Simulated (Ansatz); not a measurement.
# Na3Mo: the cost of one run

Program: Ansatz 0.2.0. Level of theory: DFT PBE, scalar-relativistic, plane waves, PAW. These are calculated values, not measurements.

### 1 Starting point

It takes space group Pm-3m (No. 221, cubic). The conventional cell has a = 4.220 Å, b = 4.220 Å, c = 4.220 Å, α = 90.00°, β = 90.00°, γ = 90.00°. Na (site symmetry 4/mmm) has 8 Na at 2.98 Å and 4 Mo at 2.98 Å as nearest neighbours. Around Mo (site symmetry m-3m) lie 12 Na at 2.98 Å.

As a file:

```
CELL_PARAMETERS angstrom
4.21955 0.00000 0.00000
0.00000 4.21955 0.00000
0.00000 0.00000 4.21955
ATOMIC_POSITIONS crystal
Na 0.00000 0.50000 0.50000
Na 0.50000 0.00000 0.50000
Na 0.50000 0.50000 0.00000
Mo 0.00000 0.00000 0.00000
```

This is candidate A: Cu3Au (L1_2) type (Pm-3m, No. 221).

(A quick probe on a coarse mesh, which set the mesh and smearing, is not shown.)

### 3 Coarse relaxation (candidate A)

input.yaml

```yaml
crystal:
  lattice:
    - [4.2195504092, 0.0, 0.0]
    - [0.0, 4.2195504092, 0.0]
    - [0.0, 0.0, 4.2195504092]
  atoms:
    - { symbol: Na, position: [0.0, 0.5, 0.5] }
    - { symbol: Na, position: [0.5, 0.0, 0.5] }
    - { symbol: Na, position: [0.5, 0.5, 0.0] }
    - { symbol: Mo, position: [0.0, 0.0, 0.0] }
basis:
  ecutwfc: 420
kpoints:
  mp_grid: { grid: [4, 4, 4] }
hamiltonian:
  xc: pbe
scf:
  occupations: { method: gaussian, width: 0.1 }
  lower_state_search: "off"
output:
  forces: true
  stress: true
  eigenvalues: true
relax:
  adjacent_minimum: "off"
  f_tol: 0.04
  max_steps: 70
  cell: { stress_tol: 0.4 }
```

Started as:

```bash
$ ansatz run input.yaml --threads 1 --pin off --max-ram 2560MiB --backend cpu --events-out ev --progress --plain --runs-dir out
```

**Question.** How long does this run take on 1 thread of Arm Neoverse V1, shared host, and how much memory does it need?

About 9.8 s, with a peak of 0.33 GiB.
